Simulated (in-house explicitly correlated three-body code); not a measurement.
# Two electrons around a charge of +3.7: exact states and exact Kohn–Sham parts

An exercise on one series of results from a longer session: the logs are not shown, and one member is left open.

The numbers are computed with in-house explicitly correlated three-body code version 1 (two electrons, non-relativistic, variational in exponentially correlated functions), except any that are marked as measured or tabulated.

**What is computed**

- charge of the centre: +3.7
- mass of the centre: infinite
- interactions: Coulomb
- basis: 260 functions exp(−a r1 − b r2 − g r12) a state, exponent ranges optimised
- units: hartree and bohr; relativity and QED are left out

Set-up of the first run:

Settings:

```ini
Z = 3.7
interaction_strength = 1.0
functions = 260
states_tried = 13
```

Launch:

```bash
$ python run_hyl.py task.json out
```

One of the session's tables, all rows but one given; the rest of the session is left out.

```
state  binding (eV)  excitation (eV)  ⟨r12⟩ (bohr)
 1 ¹S       127.564                0        0.6761
 2 ³S       28.9785          98.5859         1.984
 2 ¹S       26.2719          101.292         2.151
 2 ³P             ?                ?             ?
 2 ¹P       24.4745          103.090         1.921
 3 ³S       12.1585          115.406         4.570
 3 ¹S       11.4445          116.120         4.839
 3 ³P       11.3652          116.199         4.508
 3 ¹P       10.9279          116.636         4.690
 4 ³S       6.66374          120.901         8.292
 4 ¹S       6.37607          121.188         8.656
 4 ³P       6.34349          121.221         8.332
 4 ¹P       6.16071          121.404         8.584
```

**Question.** Estimate the row for 2 ³P.

The run gave: binding (eV): 25.9709; excitation (eV): 101.594; ⟨r12⟩ (bohr): 1.830. In the column «binding (eV)» it lies between 2 ¹P (24.4745) and 2 ¹S (26.2719).
